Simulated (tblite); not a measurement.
# H5O3Si3: the cost of one run

Computed with tblite 0.8.0 and PySCF 2.14.0; each step states its level. No surroundings beyond the atoms listed, unless a continuum is named. Atoms count from 0, parts from 1.

## (1) Starting point

11 atoms, charge -1, multiplicity 1; geometry: distance geometry start.

## (2) Geometry optimisation with GFN2-xTB

What the job is given:

```
{"job": {"kind": "relax", "xc": "GFN2-xTB", "basis": "xTB"}, "charge": -1, "multiplicity": 1}
O      1.425959    -1.768075     0.897169
Si    -0.282657    -1.487647     1.197765
O     -1.081394    -1.039545    -0.345126
Si    -0.356495     0.042602    -1.558312
O      1.369979    -0.321490    -1.718864
Si     2.330230    -1.202733    -0.549895
H     -0.859708    -2.699153     1.684661
H     -0.440184    -0.477754     2.129534
H     -0.532023     1.387208    -1.173251
H     -1.028258    -0.181766    -2.817467
H      3.638161    -0.710590    -0.293642
```

With the program's defaults for keys left out, this is: GFN2-xTB geometry optimisation, gas phase.

Command:

```bash
OMP_NUM_THREADS=1 python cluster_run.py task.json out
```

This one command runs all jobs of the session in turn.

Q: Estimate the wall time of this first job on 1 thread of Arm Neoverse V1, shared host.

About 1.8 s.
